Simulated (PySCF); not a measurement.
# Cl4Cu ([CuCl4]2-): the cost of one run

Programs: PySCF 2.14.0, with routines of our own; each step states its level. All values are computed. Atoms count from 0.

## 1. The starting structure

5 atoms, charge -2, states of the metal's open shell are computed; geometry from: model start, shaken.

## 2. Optimising the geometry at PBE0-D3(BJ)/def2-TZVP

The job: settings as JSON, then the geometry in Å.

```
{"job": {"xc": "PBE0", "basis": "def2-TZVP", "d3": "d3bj", "grid": 1, "maxiter": 45, "solvent": "water", "kind": "geom"}, "charge": -2, "metal": "Cu", "open_shell": "d9"}
Cu     0.000020     0.004480    -0.004110
Cl     2.306640    -0.006820    -0.014870
Cl    -2.319100     0.020100    -0.007380
Cl    -0.009310     2.327350     0.005350
Cl     0.001580    -2.333960    -0.000440
```

Run with:

```
OMP_NUM_THREADS=1 python lf_run.py task.json out
```

One launch serves the whole session: the jobs run in the order shown.

**Question.** How long does this first job take on 1 thread of Arm Neoverse V1, shared host, and how much memory does it need?

About 13 min, with a peak of 1.2 GiB.
